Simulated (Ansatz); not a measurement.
# GeCl₂ (triplet): the correlation ladder, cc-pVDZ

An exercise on one series of results from a longer session: the logs are not shown, and one member is left open.

Program: Ansatz 0.2.0, Gaussian basis. Level of theory: cc-pVDZ, core rule «outside noble gas», up to 24 orbitals frozen. These are calculated values, not measurements.

Plan: UHF; CCSD(T) on ROHF; CCSD(T) on UHF; BCCD(T) on ROHF; CISD; CCSDT(Q) on ROHF; CCSDT(Q) on UHF; CASSCF and MRCISD+Q, 18 electrons in 12 orbitals; CASSCF and NEVPT4(SD), 18 electrons in 12 orbitals; CASSCF and NEVPT2, 18 electrons in 12 orbitals.

3 further runs of the same task are left out: 3 set aside as unsound or not needed.

**The geometry**

The geometry is a PBE0/def2-TZVP stationary point (not a proven minimum) of the parent state, kept for this charge and spin. No spin-orbit coupling is included. The filled d shell of Ge may be among the frozen orbitals whatever the setting's name suggests; the logs give the count.

3 atoms, charge 0, spin multiplicity 3.

Atoms are counted from 1 here; the program's logs count them from 0.

Bond lengths: Ge1–Cl2 2.182 Å, Ge1–Cl3 2.182 Å. Angles: Cl2–Ge1–Cl3 100.1°.

Geometry (Å):

```xyz
3
Cl2Ge
Ge    0.00000   -0.69197    0.00000
Cl    0.00000    0.70889   -1.67304
Cl    0.00000    0.70889    1.67304
```

The first run:

in.yaml

```yaml
crystal:
  periodic: [false, false, false]
  atoms:
    - {symbol: Ge, position_ang: [0.000000, -0.691972, 0.000000]}
    - {symbol: Cl, position_ang: [0.000000, 0.708894, -1.673035]}
    - {symbol: Cl, position_ang: [0.000000, 0.708894, 1.673035]}
basis:
  gaussian: {orbitals: cc-pVDZ}
magnetization: {spin_polarized: true, initial_magnetization: 2}
hamiltonian: {xc: hf}
output: {orbitals: {seedname: orbitals}}
```

Launch:

```console
$ ansatz run in.yaml --threads 1 --pin off --events-out ev --progress --plain --max-ram 2816MiB --backend cpu
```

Steps of the session up to this table: UHF; CCSD(T) on ROHF; CCSD(T) on UHF; BCCD(T) on ROHF; CISD; CCSDT(Q) on ROHF; CCSDT(Q) on UHF; CASSCF and MRCISD+Q, 18 electrons in 12 orbitals; CASSCF and NEVPT4(SD), 18 electrons in 12 orbitals; CASSCF and NEVPT2, 18 electrons in 12 orbitals.

One of the session's tables, all rows but one given; the rest of the session is left out.

| method | from UCCSDT(Q) (meV) |
| --- | --- |
| ROHF | +9920.0 |
| UHF | +9833.3 |
| RMP2 | +1141.2 |
| UMP2 | +1125.1 |
| RCCSD | +304.9 |
| UCCSD | +292.5 |
| RCCSD(T) | +62.2 |
| UCCSD(T) | ? |
| BCCD(T) | +61.1 |
| RCCSDT | +34.1 |
| UCCSDT | +24.5 |
| RCCSDT(Q) | +11.7 |
| UCCSDT(Q) | 0 |
| CASSCF valence | +8960.3 |
| NEVPT2 valence | +1850.5 |
| NEVPT4(SD) valence | +180.6 |
| MRCISD valence | +1041.3 |
| MRCISD+Q valence | +136.7 |

Estimate the missing values for UCCSD(T).

The run gave: from UCCSDT(Q) (meV): +52.7. In the column «from UCCSDT(Q) (meV)» it lies between RCCSDT (+34.1) and BCCD(T) (+61.1).

Limits of these values: Restricted and unrestricted rows rest on different reference determinants; where their highest levels disagree by more than a few hundredths of an eV, they describe different states and don't form one ladder.
